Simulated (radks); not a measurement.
# Ga³⁺ in [Ar] 3d10: an all-electron calculation

The task here is to estimate one member of a computed series from the others.

The numbers are computed with radks (a radial shooting solver on a logarithmic mesh, Libxc functionals) version 1 (non-relativistic Kohn-Sham, LDA (Slater exchange, Perdew-Wang correlation), spin-unpolarised, spherical densities, point nucleus), except any that are marked as measured or tabulated.

### The atom as given

* element: gallium (Z = 31)
* charge: +3
* electrons: 28
* configuration: [Ar] 3d10

Outer shells as boxes (Hund's rule):

Ga³⁺
```
[Ar] core
3d [↑↓][↑↓][↑↓][↑↓][↑↓]
```

The first run:

The run's settings:

```text
Z 31
configuration [Ar] 3d10
relativity non-relativistic
functional lda,pw
spin unpolarised
nucleus point
```

The run is started by

```sh
> python run_ks.py task.json out
```

All runs below come from this command, one after another.

One of the session's tables, all rows but one given; the rest of the session is left out.

From the orbitals of this run (lengths in bohr):

```
level      <r>  outermost maximum (interpolated)  90 % within  nodes
   1s  0.04950                            0.0327       0.0881      0
   2s   0.2219                             0.186        0.343      1
   2p   0.1924                             0.148        0.314      0
   3s        ?                                 ?            ?      ?
   3p   0.6841                             0.571         1.05      1
   3d   0.7837                             0.530         1.34      0
```

Estimate the missing values for 3s.

**Answer.** <r>: 0.6639; outermost maximum (interpolated): 0.574; 90 % within: 0.995; nodes: 2. In the column «<r>» it lies between 2s (0.2219) and 3p (0.6841).
